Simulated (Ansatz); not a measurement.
# BN (h-BN, measured cell): the cost of one run

Program: Ansatz 0.2.0. Level of theory: DFT PBE+D3(BJ), scalar-relativistic, plane waves, PAW. These are calculated values, not measurements.

**1. The starting structure**

It takes space group P6_3/mmc (No. 194, hexagonal). The conventional cell has a = 2.504 Å, b = 2.504 Å, c = 6.661 Å, α = 90.00°, β = 90.00°, γ = 120.00°. B (site symmetry -6m2) is surrounded by 3 N at 1.45 Å. Around N (site symmetry -6m2) lie 3 B at 1.45 Å.

Structure file:

```xyz
4
Lattice="2.5040 0.0000 0.0000 -1.2520 2.1685 0.0000 0.0000 0.0000 6.6610" Properties=species:S:1:pos:R:3 pbc="T T T"
B     0.0000    1.4457    0.0000
B     1.2520    0.7228    3.3305
N     1.2520    0.7228    0.0000
N     0.0000    1.4457    3.3305
```

**2. Phonons: BN (h-BN, measured cell), no spin**

The input, input.yaml:

```yaml
crystal:
  lattice:
    - [2.504, 0.0, 0.0]
    - [-1.252, 2.1685276111, 0.0]
    - [0.0, 0.0, 6.661]
  atoms:
    - { symbol: B, position: [0.3333333333, 0.6666666667, 0.0] }
    - { symbol: B, position: [0.6666666667, 0.3333333333, 0.5] }
    - { symbol: "N", position: [0.6666666667, 0.3333333333, 0.0] }
    - { symbol: "N", position: [0.3333333333, 0.6666666667, 0.5] }
scf:
  occupations: { method: fixed }
output: {}
hamiltonian:
  xc: pbe
  dispersion: d3bj
basis:
  ecutwfc: 600
kpoints:
  mp_grid: { grid: [12, 12, 4] }
phonons:
  method: dfpt
  dielectric: true
  eigenvectors: false
  rigid_motions: translations
```

Launch:

```console
$ ansatz run input.yaml --threads 8 --pin off --max-ram 24576MiB --backend cpu --events-out ev --progress --plain --runs-dir out
```

What time and memory should one allow on 8 threads of Intel Xeon Platinum 8375C at 2.90GHz (Ice Lake), shared host?

About 10 s, with a peak of 0.81 GiB.
